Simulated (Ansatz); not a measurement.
**SnNH2F (SMILES [NH2][Sn][F]) at HSE06/def2-SVP (core potential)**

What is the electronic atomisation energy of SnNH2F at HSE06/def2-SVP (core potential)? 

Program for the calculation: Ansatz 0.2.0.

69 further runs of the same task are left out: 69 set aside as unsound or not needed.

## (1) The system as given

SnNH2F: 5 atoms, total charge 0, spin state singlet. SMILES: `[NH2][Sn][F]`. The coordinates come from a PBE0-D4/def2-TZVP relaxation. This is one conformer, not always the lowest.

Bond lengths: N1–Sn2 2.003 Å, Sn2–F3 1.951 Å, N1–H4 1.008 Å, N1–H5 1.010 Å. Angles: N1–Sn2–F3 92.0°, Sn2–N1–H4 126.2°, Sn2–N1–H5 121.8°, H4–N1–H5 112.0°.

## (2) A single-point energy at HSE06/def2-SVP (core potential)

run.yaml

```yaml
crystal:
  periodic: [false, false, false]
  atoms:
    - {symbol: N, position_ang: [-0.302900, 0.495500, -0.393300]}
    - {symbol: Sn, position_ang: [0.338900, -0.053700, 1.423200]}
    - {symbol: F, position_ang: [0.966900, -1.775900, 0.754300]}
    - {symbol: H, position_ang: [-0.746800, 1.369300, -0.629100]}
    - {symbol: H, position_ang: [-0.206200, -0.108900, -1.196600]}
basis:
  gaussian:
    orbitals: def2-SVP
hamiltonian:
  xc: hse06
accuracy: high
output: {orbitals: {seedname: orbitals}}
```

Started as:

```
$ ansatz run run.yaml --threads 1 --pin off --max-ram 3480MiB --events-out events.jsonl --progress --plain --runs-dir runs
```

What it wrote:

```text
Warning: RAYON_NUM_THREADS=1 ignored (pool sized by the plan → 1); use --threads N
Functional definition: HSE06
  name "HSE06"
  parameter a = 0.25
  parameter omega = 0.11/bohr
  exchange = pbe_x - a*pbe_x_sr(omega) + a*exact_x_sr(omega)
  correlation = pbe_c
1479 factors; integrals over basis functions are off by at most 3.2e-9 eV
88 factors; integrals over basis functions are off by at most 1.1e-9 eV
mean field evaluation 1: about -10055.5823 eV, gradient 6.6e1 eV
mean field evaluation 2: about -10010.2645 eV, gradient 1.3e2 eV
mean field evaluation 4: about -10063.8271 eV, gradient 1.6e1 eV
mean field evaluation 8: about -10064.3849 eV, gradient 7.2e-1 eV
mean field evaluation 16: about -10064.3863 eV, gradient 5.6e-5 eV
mean field -10064.38633410 eV, -369.8593758920 hartree, gradient 1.5e-8 eV, S^2 0.000000; 0 other end points of the search recorded, 0 dependent functions left out
reference -10064.38633701 eV, -369.8593759990 hartree; 20, 20 occupied and 44, 44 virtual orbitals, 1479 factors
Total energy: -10064.38633701 eV, -369.8593759990 hartree
```

Wall time 5.7 s (1 thread of Arm Neoverse V1, shared host); peak memory 0.19 GiB.

## (3) The F atom

in.yaml

```yaml
basis:
  gaussian: {orbitals: def2-SVP}
crystal:
  periodic: [false, false, false]
  atoms:
    - {symbol: F, position_ang: [0.000000, 0.000000, 0.000000]}
magnetization: {spin_polarized: true, initial_magnetization: 1}
hamiltonian: {xc: {name: HSE06}}
accuracy: high
```

Run the same way, it converges to -99.54519 Eh (log not shown).

## (4) The H atom, same level

molecule.yaml

```yaml
crystal:
  periodic: [false, false, false]
  atoms:
    - {symbol: H, position_ang: [0.000000, 0.000000, 0.000000]}
basis:
  gaussian:
    orbitals: def2-SVP
magnetization:
  spin_polarized: true
  initial_magnetization: 1
hamiltonian:
  xc: hse06
accuracy: high
```

Run the same way, it converges to -0.50000 Eh (log not shown).

## (5) The N atom

in.yaml

```yaml
crystal:
  periodic: [false, false, false]
  atoms:
    - {symbol: "N", position_ang: [0.000000, 0.000000, 0.000000]}
basis:
  gaussian:
    orbitals: def2-SVP
magnetization:
  spin_polarized: true
  initial_magnetization: 3
hamiltonian:
  xc: {name: HSE06}
accuracy: high
```

Run the same way, it converges to -54.47622 Eh (log not shown).

## (6) The Sn atom

molecule.yaml

```yaml
crystal:
  periodic: [false, false, false]
  atoms:
    - {symbol: Sn, position_ang: [0.000000, 0.000000, 0.000000]}
basis:
  gaussian: {orbitals: def2-SVP}
magnetization: {spin_polarized: true, initial_magnetization: 2}
hamiltonian: {xc: {name: HSE06}}
accuracy: high
```

Started as:

```
$ ansatz run molecule.yaml --threads 1 --pin off --max-ram 3480MiB --events-out events.jsonl --progress --plain --runs-dir runs
```

What it wrote, shortened:

```text
Warning: RAYON_NUM_THREADS=1 ignored (pool sized by the plan → 1); use --threads N
[... 6 set-up lines as earlier in the session ...]
223 factors; integrals over basis functions are off by at most 2.0e-9 eV
46 factors; integrals over basis functions are off by at most 1.1e-9 eV
mean field evaluation 1: about -5830.0828 eV, gradient 1.9e0 eV
mean field evaluation 2: about -5830.1202 eV, gradient 7.1e-1 eV
mean field evaluation 4: about -5830.1240 eV, gradient 3.0e-1 eV
mean field evaluation 8: about -5830.1243 eV, gradient 1.0e-4 eV
mean field evaluation 16: about -5830.0499 eV, gradient 2.5e0 eV
mean field evaluation 32: about -5830.1243 eV, gradient 2.8e-6 eV
mean field -5830.12432172 eV, -214.2531170230 hartree, gradient 4.4e-8 eV, S^2 2.002855; 2 other end points of the search recorded, 0 dependent functions left out
reference -5830.12432371 eV, -214.2531170961 hartree; 12, 10 occupied and 14, 16 virtual orbitals, 223 factors
Total energy: -5830.12432371 eV, -214.2531170961 hartree
```

Wall time 4.2 s (1 thread of Arm Neoverse V1, shared host); peak memory 0.1 GiB.

## (7) Outcome

At HSE06/def2-SVP (core potential):

| quantity | value |
| --- | --- |
| molecule: total energy | -369.85938 Eh |
| molecule: HOMO energy | -6.99 eV |
| molecule: LUMO energy | -2.02 eV |
| molecule: HOMO–LUMO gap | 4.97 eV |
| F atom: total energy | -99.54519 Eh |
| F atom: ⟨S²⟩ | 0.751 |
| H atom: total energy | -0.50000 Eh |
| H atom: ⟨S²⟩ | 0.750 |
| N atom: total energy | -54.47622 Eh |
| N atom: ⟨S²⟩ | 3.753 |
| Sn atom: total energy | -214.25312 Eh |
| Sn atom: ⟨S²⟩ | 2.003 |
| electronic atomisation energy | 15.914 eV |

What this shows: Taking the molecule apart into free atoms costs 15.91 eV (1536 kJ/mol), before zero-point energy and without spin-orbit coupling.
